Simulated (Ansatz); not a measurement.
**GeAsH₃+ (doublet): from Hartree-Fock to the top rungs, cc-pVTZ**

One table from this session's results is given with a row withheld; the runs are named, their logs left out.

Program: Ansatz 0.2.0, Gaussian basis. Level of theory: cc-pVTZ, core rule «outside noble gas», up to 28 orbitals frozen. These are calculated values, not measurements.

To be run: UHF; CCSD(T) on ROHF; CCSD(T) on UHF; BCCD(T) on ROHF; CCSDT(Q) on ROHF; CCSDT(Q) on UHF; CASSCF and NEVPT2, 11 electrons in 11 orbitals.

4 further runs of the same task are left out: 4 set aside as unsound or not needed.

### The system

The geometry is a PBE0/def2-TZVP stationary point (not a proven minimum) of the parent state, kept for this charge and spin. No spin-orbit coupling is included. The filled d shell of Ge, As may be among the frozen orbitals whatever the setting's name suggests; the logs give the count.

5 atoms, charge 1, spin multiplicity 2.

Atoms are counted from 1 here; the program's logs count them from 0.

Bond lengths: Ge1–As2 2.414 Å, Ge1–H3 1.557 Å, As2–H4 1.522 Å, As2–H5 1.522 Å. Angles: As2–Ge1–H3 114.2°, Ge1–As2–H4 97.6°, Ge1–As2–H5 97.6°, H4–As2–H5 92.8°.

The first run:

The input, in.yaml:

```yaml
crystal:
  periodic: [false, false, false]
  atoms:
    - {symbol: Ge, position_ang: [0.000000, 0.064628, 1.230152]}
    - {symbol: As, position_ang: [0.000000, -0.070415, -1.180173]}
    - {symbol: H, position_ang: [0.000000, -1.317769, 1.946080]}
    - {symbol: H, position_ang: [1.101747, 0.947133, -1.438211]}
    - {symbol: H, position_ang: [-1.101747, 0.947133, -1.438211]}
basis:
  gaussian: {orbitals: cc-pVTZ}
total_charge: 1
magnetization: {spin_polarized: true, initial_magnetization: 1}
hamiltonian: {xc: hf}
output: {orbitals: {seedname: orbitals}}
```

The run is started by

```bash
ansatz run in.yaml --threads 1 --pin off --events-out ev --progress --plain --max-ram 2560MiB --backend cpu
```

Among the steps run: UHF; CCSD(T) on ROHF; CCSD(T) on UHF; BCCD(T) on ROHF; CCSDT(Q) on ROHF; CCSDT(Q) on UHF; CASSCF and NEVPT2, 11 electrons in 11 orbitals.

One of the session's tables, all rows but one given; the rest of the session is left out.

```
        method  from UCCSDT(Q) (meV)
          ROHF                     ?
           UHF               +6990.2
          RMP2               +1372.4
          UMP2               +1382.3
         RCCSD                +330.3
         UCCSD                +314.7
      RCCSD(T)                 +57.3
      UCCSD(T)                 +54.4
       BCCD(T)                 +56.3
        RCCSDT                 +19.0
        UCCSDT                 +13.9
     RCCSDT(Q)                  +5.0
     UCCSDT(Q)                     0
CASSCF valence               +4820.0
NEVPT2 valence               +1145.0
```

Estimate the missing values for ROHF.

**Answer.** from UCCSDT(Q) (meV): +7192.6. In the column «from UCCSDT(Q) (meV)» it is the highest.

To keep in mind: Restricted and unrestricted rows rest on different reference determinants; where their highest levels disagree by more than a few hundredths of an eV, they describe different states and don't form one ladder.
